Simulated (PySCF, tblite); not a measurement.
**C5H8BNS: geometry, infrared bands and NMR shifts**

Aim: predict the infrared bands and NMR shifts of C5H8BNS (`N#C[BH2-][S@@+]1C=CCC1`).

The runs use tblite 0.8.0 and PySCF 2.14.0, with density-fitted response routines of our own; the level of theory stands in each step. All values are computed, except where a source is named. Atoms are numbered from 0 throughout.

## (1) The starting structure

16 atoms, charge 0, multiplicity 1; geometry from: force field or distance geometry start.

Bonds of the start (Å): N0–C1 1.17, C1–B2 1.51, B2–S3 1.83, S3–C4 1.77, C4–C5 1.31, C5–C6 1.47, C6–C7 1.52, C7–S3 1.82, B2–H8 1.19, B2–H9 1.19, C4–H10 1.07, C5–H11 1.10, C6–H12 1.13, C6–H13 1.11, C7–H14 1.10, C7–H15 1.09.

## (2) Relaxing the molecule with GFN2-xTB

Job settings and geometry (Å):

```
{"job": {"kind": "relax", "xc": "GFN2-xTB", "basis": "xTB"}, "charge": 0, "multiplicity": 1}
N      3.067600    -1.573500     0.358700
C      2.572200    -0.674100    -0.192300
B      1.945800     0.513000    -0.887800
S      0.241400     0.879000    -0.331000
C     -0.992000     0.008700    -1.262000
C     -1.927900    -0.312200    -0.397900
C     -1.673900     0.113800     0.980600
C     -0.177400    -0.008000     1.203900
H      1.968600     0.380200    -2.073800
H      2.616500     1.469700    -0.638900
H     -0.927300    -0.172000    -2.317900
H     -2.832000    -0.867500    -0.695500
H     -1.911900     1.211500     1.065000
H     -2.252400    -0.462300     1.734000
H      0.167000     0.559600     2.082700
H      0.108000    -1.057000     1.163200
```

Run with:

```console
OMP_NUM_THREADS=1 python probes_run.py task.json out
```

One launch serves the whole session: the jobs run in the order shown.

The log of the run:

```text
step      E/eV     max force
  0    -601.20988    2.712
  1    -601.24491    7.257
  2    -601.42658    2.109
  3    -601.51438    1.281
  4    -601.56741    0.594
  5    -601.61583    0.907
  6    -601.63454    0.402
  7    -601.65450    0.380
  8    -601.67293    0.707
  9    -601.69085    0.706
 10    -601.70456    0.335
 11    -601.71349    0.248
 12    -601.72132    0.357
 13    -601.73216    0.451
 14    -601.74466    0.352
 15    -601.75767    0.348
 16    -601.76960    0.313
 17    -601.78055    0.261
 18    -601.79081    0.303
 19    -601.80102    0.291
 20    -601.81146    0.282
 21    -601.82310    0.342
 22    -601.83728    0.440
 23    -601.85441    0.433
 24    -601.87295    0.391
 25    -601.88992    0.445
 26    -601.90343    0.343
 27    -601.91556    0.345
 28    -601.92410    0.486
 29    -601.93072    0.428
 30    -601.94079    0.243
 31    -601.94743    0.192
 32    -601.95463    0.175
 33    -601.95967    0.216
 34    -601.96512    0.231
 35    -601.97061    0.219
 36    -601.97610    0.302
 37    -601.98129    0.197
 38    -601.98573    0.177
 39    -601.98856    0.250
 40    -601.99247    0.186
 41    -601.99589    0.170
 42    -602.00087    0.160
 43    -602.00312    0.167
 44    -602.00660    0.146
 45    -602.01028    0.159
 46    -602.01232    0.113
 47    -602.01512    0.126
 48    -602.01579    0.196
 49    -602.01828    0.165
 50    -602.02005    0.150
 51    -602.02128    0.147
 52    -602.02280    0.137
 53    -602.02405    0.119
 54    -602.02604    0.109
 55    -602.02808    0.121
 56    -602.03048    0.135
 57    -602.03175    0.158
 58    -602.03455    0.117
 59    -602.03645    0.094
 60    -602.03907    0.136
 61    -602.04034    0.091
 62    -602.04226    0.077
 63    -602.04337    0.113
 64    -602.04417    0.075
 65    -602.04499    0.094
 66    -602.04576    0.058
 67    -602.04626    0.053
 68    -602.04685    0.069
 69    -602.04773    0.084
 70    -602.04891    0.089
 71    -602.04992    0.075
 72    -602.05056    0.062
 73    -602.05107    0.072
 74    -602.05174    0.069
 75    -602.05265    0.079
 76    -602.05355    0.050
 77    -602.05413    0.046
 78    -602.05456    0.043
 79    -602.05498    0.047
 80    -602.05545    0.052
 81    -602.05596    0.054
 82    -602.05655    0.059
 83    -602.05723    0.071
 84    -602.05794    0.082
 85    -602.05858    0.089
 86    -602.05907    0.070
 87    -602.05944    0.044
 88    -602.05974    0.049
 89    -602.06006    0.049
 90    -602.06039    0.034
 91    -602.06064    0.030
 92    -602.06081    0.029
 93    -602.06095    0.029
 94    -602.06112    0.030
 95    -602.06136    0.031
 96    -602.06160    0.048
 97    -602.06185    0.059
 98    -602.06220    0.064
 99    -602.06277    0.061
100    -602.06367    0.070
101    -602.06489    0.084
102    -602.06616    0.125
103    -602.06738    0.118
104    -602.06827    0.177
105    -602.06979    0.158
106    -602.07138    0.065
107    -602.07261    0.092
108    -602.07338    0.062
109    -602.07386    0.045
110    -602.07410    0.034
111    -602.07424    0.042
112    -602.07438    0.046
113    -602.07452    0.069
114    -602.07459    0.035
115    -602.07465    0.044
116    -602.07470    0.023
117    -602.07473    0.012
118    -602.07475    0.011
119    -602.07477    0.011
120    -602.07479    0.012
121    -602.07481    0.010
```

Run time: 2.7 s. Hardware: 1 thread of Intel Xeon at 2.50GHz, shared host; peak memory 0.18 GiB.

Along the way: (not every step is listed)

| step | energy from step 0 (eV) | largest force (eV/Å) |
| --- | --- | --- |
| 0 | 0.0000 | 2.7123 |
| 1 | -0.0350 | 7.2574 |
| 2 | -0.2167 | 2.1095 |
| 3 | -0.3045 | 1.2813 |
| 4 | -0.3575 | 0.5942 |
| 5 | -0.4059 | 0.9070 |
| 6 | -0.4247 | 0.4023 |
| 7 | -0.4446 | 0.3799 |
| 8 | -0.4630 | 0.7068 |
| 18 | -0.5809 | 0.3035 |
| 28 | -0.7142 | 0.4863 |
| 38 | -0.7758 | 0.1771 |
| 48 | -0.8059 | 0.1959 |
| 58 | -0.8247 | 0.1174 |
| 68 | -0.8370 | 0.0693 |
| 78 | -0.8447 | 0.0434 |
| 88 | -0.8499 | 0.0492 |
| 98 | -0.8523 | 0.0637 |
| 108 | -0.8635 | 0.0620 |
| 116 | -0.8648 | 0.0229 |
| 117 | -0.8649 | 0.0121 |
| 118 | -0.8649 | 0.0112 |
| 119 | -0.8649 | 0.0107 |
| 120 | -0.8649 | 0.0117 |
| 121 | -0.8649 | 0.0101 |

Distances of close pairs at the start and the end, largest changes first:

```csv
bond,before (Å),after (Å),change (Å)
B2–S3,1.830,1.999,+0.169
C6–H12,1.126,1.092,-0.035
C5–C6,1.465,1.495,+0.030
C1–B2,1.512,1.539,+0.028
C5–H11,1.102,1.077,-0.025
S3–C7,1.822,1.841,+0.020
C6–H13,1.111,1.093,-0.018
N0–C1,1.165,1.150,-0.015
```

The final coordinates are the input of the step that follows.

## (3) Vibrational analysis with GFN2-xTB

Job settings and geometry (Å):

```
{"job": {"kind": "ir", "xc": "GFN2-xTB", "basis": "xTB"}, "charge": 0, "multiplicity": 1}
N      1.291922    -2.195191    -0.020910
C      1.599796    -1.153912    -0.399612
B      1.961516     0.266070    -0.871648
S      0.317874     1.351293    -0.529627
C     -0.931502     0.330533    -1.263446
C     -1.604308    -0.410902    -0.404009
C     -1.206482    -0.302959     1.032543
C     -0.185990     0.831687     1.163229
H      2.135933     0.351736    -2.040476
H      2.782400     0.794428    -0.198136
H     -1.040182     0.375810    -2.329878
H     -2.381137    -1.099321    -0.691268
H     -2.078371    -0.115194     1.662382
H     -0.767985    -1.255479     1.341018
H     -0.611239     1.712545     1.642509
H      0.710158     0.527803     1.698369
```

The log of the run:

```text
mode    cm-1     km/mol
  1      49.8      1.76
  2      97.8      6.55
  3     105.3      3.00
  4     153.7      2.89
  5     185.8      2.33
  6     313.6      9.35
  7     348.6      5.85
  8     400.9     10.39
  9     471.7      2.03
 10     521.0      1.70
 11     638.9      7.58
 12     709.7     15.81
 13     722.0     14.30
 14     756.0      9.68
 15     778.3      7.29
 16     822.2      0.10
 17     845.5      1.53
 18     846.8     19.08
 19     899.2      0.23
 20     965.5      3.61
 21     976.3     19.35
 22    1003.5    127.10
 23    1050.1      2.77
 24    1100.5      5.52
 25    1113.0      0.25
 26    1178.0      0.17
 27    1184.6     29.60
 28    1214.1      6.33
 29    1244.6      7.80
 30    1294.0      4.43
 31    1433.4      3.35
 32    1457.7      8.47
 33    1672.7      6.50
 34    2348.6    101.22
 35    2506.5    133.35
 36    2518.8    121.61
 37    2964.0      5.93
 38    2983.4     10.29
 39    3003.9     11.53
 40    3028.2      1.91
 41    3111.3      5.58
 42    3154.9      3.74
```

Wall time 1.8 s (1 thread of Intel Xeon at 2.50GHz, shared host); peak memory 0.18 GiB.

The strongest bands and the atoms that carry them (share of the mass-weighted mode):

```csv
cm⁻¹,km/mol,atoms
710,15.8,"C7 26 %, H11 14 %, H10 14 %, C4 10 %"
847,19.1,"B2 33 %, H8 19 %, N0 17 %, H9 12 %"
976,19.4,"C6 17 %, H14 14 %, H15 14 %, H12 12 %"
1004,127.1,"H9 30 %, H8 29 %, B2 27 %"
1185,29.6,"H9 41 %, H8 40 %, B2 14 %"
2349,101.2,"C1 58 %, N0 41 %"
2506,133.3,H9 90 %
2519,121.6,H8 89 %
```

## (4) Nuclear shieldings: PBE0/pcSseg-1

The job, as its differences from that of step 3:

```diff
@@ -1,2 +1,2 @@
-{"job": {"kind": "ir", "xc": "GFN2-xTB", "basis": "xTB"}, "charge": 0, "multiplicity": 1}
+{"job": {"kind": "nmr", "xc": "PBE0", "basis": "pcSseg-1"}, "charge": 0, "multiplicity": 1}
 N      1.291922    -2.195191    -0.020910
```

With the program's defaults for keys left out, this is: GIAO PBE0/pcSseg-1 NMR shielding, non-relativistic, gas phase.

The log of the run:

```text
coarse grid: 14168 points
cycle   1  E = -672.4802455909  dE =  1.078e+00  |g| = 4.430e-01  |ddm| = 3.691e+00
cycle   2  E = -672.4267055548  dE =  5.354e-02  |g| = 6.791e-01  |ddm| = 1.055e+00
cycle   3  E = -672.5289460880  dE = -1.022e-01  |g| = 1.865e-01  |ddm| = 6.285e-01
cycle   4  E = -672.5369942004  dE = -8.048e-03  |g| = 4.865e-02  |ddm| = 1.665e-01
cycle   5  E = -672.5374947525  dE = -5.006e-04  |g| = 1.469e-02  |ddm| = 5.334e-02
cycle   6  E = -672.5375480528  dE = -5.330e-05  |g| = 5.948e-03  |ddm| = 2.138e-02
cycle   7  E = -672.5375565261  dE = -8.473e-06  |g| = 1.290e-03  |ddm| = 5.657e-03
final grid: 132968 points
cycle   8  E = -672.5867877614  dE = -3.704e-05  |g| = 9.251e-03  |ddm| = 3.380e-02
cycle   9  E = -672.5867743032  dE =  1.346e-05  |g| = 1.188e-02  |ddm| = 1.944e-02
cycle  10  E = -672.5868092275  dE = -3.492e-05  |g| = 1.446e-03  |ddm| = 1.177e-02
cycle  11  E = -672.5868096490  dE = -4.215e-07  |g| = 7.417e-04  |ddm| = 1.492e-03
cycle  12  E = -672.5868097656  dE = -1.166e-07  |g| = 1.049e-04  |ddm| = 5.093e-04
cycle  13  E = -672.5868097682  dE = -2.573e-09  |g| = 3.461e-05  |ddm| = 1.404e-04
cycle  14  E = -672.5868097685  dE = -3.372e-10  |g| = 7.336e-06  |ddm| = 4.715e-05
converged SCF energy = -672.5868097685

GIAO shielding tensors (ppm)
atom      isotropic    diamagn.    paramagn.     s11        s22        s33       span
  0 N      -66.060     339.316    -405.377   -257.763   -227.606    287.188    544.951
  1 C       50.662     262.958    -212.296    -71.336    -64.007    287.330    358.666
  2 B      127.838     191.254     -63.417    115.955    118.576    148.983     33.028
  3 S      394.710    1057.647    -662.938    232.610    322.597    628.922    396.312
  4 C       60.984     261.640    -200.656    -35.726     97.440    121.237    156.963
  5 C       40.152     256.353    -216.201    -62.551     49.455    133.552    196.103
  6 C      146.316     249.374    -103.058    115.728    153.897    169.324     53.595
  7 C      145.359     253.552    -108.194    103.873    153.439    178.765     74.892
  8 H       29.490      28.913       0.576     25.705     28.376     34.388      8.683
  9 H       29.424      29.141       0.282     25.804     28.315     34.152      8.348
 10 H       26.045      32.113      -6.068     23.385     25.416     29.334      5.950
 11 H       25.102      31.200      -6.098     23.480     24.277     27.548      4.068
 12 H       28.882      29.724      -0.842     23.631     26.771     36.244     12.613
 13 H       27.559      31.517      -3.958     23.389     26.140     33.147      9.759
 14 H       28.367      30.745      -2.378     22.317     26.580     36.203     13.886
 15 H       28.238      31.928      -3.690     24.408     26.434     33.871      9.463
```

Wall time 100 s (1 thread of Intel Xeon at 2.50GHz, shared host); peak memory 0.83 GiB.

Shifts follow as δ = σ(reference) − σ, with reference shieldings (ppm) from runs at the same level and on the same kind of geometry: ¹H TMS 31.72, ¹³C TMS 186.9, ¹⁵N NH3 267.7, ¹¹B BF3·OEt2 100.1, ³³S CS2 504. The references are single molecules in the gas phase, so shifts against H2O, NH3, PH3, H3PO4 or CFCl3 are not on the usual liquid scales and can be off by tens of ppm.

```csv
atoms,environment,σ (ppm),δ (ppm),δ scaled to CDCl3
C5,alkene CH,40.2,146.8,141.3
C1,nitrile carbon,50.7,136.3,131.1
C4,alkene CH,61.0,125.9,116.6
C7,sp3 CH2 bonded to S,145.4,41.6,34.2
C6,allylic sp3 CH2,146.3,40.6,37.7
H11,hydrogen on an alkene CH,25.10,6.61,6.34
H10,hydrogen on an alkene CH,26.05,5.67,5.45
H13,hydrogen on an allylic sp3 CH2,27.56,4.16,4.03
H15,hydrogen on an sp3 CH2 bonded to S,28.24,3.48,3.39
H14,hydrogen on an sp3 CH2 bonded to S,28.37,3.35,3.26
H12,hydrogen on an allylic sp3 CH2,28.88,2.84,2.78
H9,"hydrogen on a boron bonded to C, S",29.42,2.29,–
H8,"hydrogen on a boron bonded to C, S",29.49,2.23,–
N0,nitrile nitrogen,-66.1,333.8,–
B2,"boron bonded to C, S, 2 H",127.8,-27.8,–
S3,"sulfur bonded to 2 C, B, in a 5-membered ring",395,109,–
```

The scaled column applies a straight-line fit of computed shieldings to shifts measured in CDCl3, with any fitted terms for Cl, Br or S neighbours (root-mean-square error 0.16 ppm for H, 1.9 ppm for C).

The run also stored atomic charges by several schemes (e):

| atoms | Mulliken | IAO | Hirshfeld | ESP fit |
| --- | --- | --- | --- | --- |
| N0 | -0.29 | -0.29 | -0.25 | -0.49 |
| C1 | -0.07 | 0.05 | -0.01 | 0.30 |
| B2 | -0.09 | -0.40 | -0.05 | -0.15 |
| S3 | 0.15 | 0.54 | 0.26 | 0.14 |
| C4 | -0.22 | -0.28 | -0.05 | -0.35 |
| C5 | -0.08 | -0.12 | -0.02 | -0.07 |
| C6 | -0.18 | -0.27 | -0.06 | 0.03 |
| C7 | -0.32 | -0.34 | -0.04 | -0.14 |

Mayer bond orders: N0–C1 2.92, C1–B2 0.89, B2–S3 0.60, S3–C4 0.98, C4–C5 1.85, C5–C6 1.05, C6–C7 1.00, C7–S3 0.95.

Ring of atoms S3, C4, C5, C6, C7: NICS(0) -5.7, NICS(1) -3.6, NICS(1)zz -5.8 ppm (means of both faces).

Orbitals, density, ELF and potential are computed afterwards from the orbital file.

Frontier orbitals at PBE0/pcSseg-1, with the share of their density that lies nearest to each atom:

| orbital | energy (eV) | lies on |
| --- | --- | --- |
| HOMO | -7.75 | S3 23 %; C4, C5 about 20 % each; B2 7 % |
| LUMO | -0.78 | C4, C5 about 29 % each; H10, H11 about 8 % each |

ELF in a plane through or near 6 of the atoms.

Ten even steps from ' ' (0.00) to '@' (1.00):
```
                                                        
                                                        
                                                        
                          ..                            
                        ::==--        ..                
          ::----        ==**++::  --##%%**..            
        ==@@@@@@++      ==****++==**%%@@%%::            
      --@@@@@@@@@@::    ==####@@==::++##++              
      --@@@@@@@@%%--::....==++**==::**==..              
      ..==%%%%**::..----::..  ..**@@%%==::::..          
        ..==**--++..----::::::==**::--%%@@@@@@==        
        ++@@@@@@%%==::....--==##@@**++@@@@@@@@**        
      ..%%@@@@@@@@**..  --%%%%++**++--**@@@@@@::        
        ++@@@@@@@@::  ..@@@@@@@@==..    ..::            
          ++##%%++    ..@@@@@@%%--                      
                        ++%%%%==                        
                            ..                          
                                                        
                                                        
                                                        
```
The map spans 10.8 Å across and 9.9 Å up, centred on the molecule. Atoms in the plane (x, y in Å): B2 (-2.2, -0.1), C5 (1.3, 1.1), H8 (-2.8, 0.9), H9 (-2.7, -1.1), H12 (2.6, -0.7), H15 (0.0, -1.9).

log10 of the density (e/Å³) in the same plane.

Ten even steps from ' ' (-4.0) to '@' (1.0):
```
                                                        
                                                        
                        ..........                      
                  ....::----------::::::....            
        ......::::::::--==++++==========--::..          
      ..::------------==++**************++--::..        
    ..::--==++++======++**##############++==--..        
  ..::--==****##**++++++**##%%%%%%@@%%##**==--::        
  ..::--++**##%%####******######%%%%%%##++==--::        
  ..::--++**##%%%%####********####%%%%##**++==--..      
  ..::--==**####@@####********##%%%%%%%%##**++==::      
  ..::--++**##%%%%##******####%%%%%%%%%%%%**++==::      
  ..::--==**######**++++**##%%%%%%####****++++--..      
    ..::--++++**++++==++**%%%%##**++++====----::        
      ..::--======----==**####**++====----::....        
        ..::::::::::::--==++++====--::::..              
            ............::------::::..                  
                          ......                        
                                                        
                                                        
```
The map spans 10.8 Å across and 9.9 Å up, centred on the molecule. Atoms in the plane (x, y in Å): B2 (-2.2, -0.1), C5 (1.3, 1.1), H8 (-2.8, 0.9), H9 (-2.7, -1.1), H12 (2.6, -0.7), H15 (0.0, -1.9).

On the surface of density 0.002 e/bohr³ the electrostatic potential runs, from the 1st to the 99th percentile, from -2.02 V near N0 to 1.47 V near H14.

## (5) Results

```
                                   quantity                                               value
  strongest single infrared mode (GFN2-xTB)                               2506 cm⁻¹, 133 km/mol
               zero-point energy (GFN2-xTB)                                       74.6 kcal/mol
     ¹³C shifts against TMS (PBE0/pcSseg-1)                 146.8, 136.3, 125.9, 41.6, 40.6 ppm
      ¹H shifts against TMS (PBE0/pcSseg-1)  6.61, 5.67, 4.16, 3.48, 3.35, 2.84, 2.29, 2.23 ppm
     ¹⁵N shifts against NH3 (PBE0/pcSseg-1)                                           333.8 ppm
¹¹B shifts against BF3·OEt2 (PBE0/pcSseg-1)                                           -27.8 ppm
     ³³S shifts against CS2 (PBE0/pcSseg-1)                                             109 ppm
      surface potential, 1st and 99th percentile                                  -2.02 V and 1.47 V
```

In words: The optimisation took 121 steps and gained 0.865 eV; among the close pairs (by a distance rule), B2–S3 changed most, from 1.830 to 1.999 Å. All 42 modes are real, so the xTB geometry is a minimum. The strongest single mode, at 2506 cm⁻¹, moves mainly H9. GFN2-xTB is a fitted tight-binding method: band positions and strengths are rough. Its intensities can rank the bands wrongly. At PBE0/pcSseg-1: The largest span, 545 ppm, is at N0, where the paramagnetic term is -405 ppm. By nearest atom (PBE0/pcSseg-1), the HOMO sits on S3 23 %; C4, C5 about 20 % each and the LUMO on C4, C5 about 29 % each; H10, H11 about 8 % each.
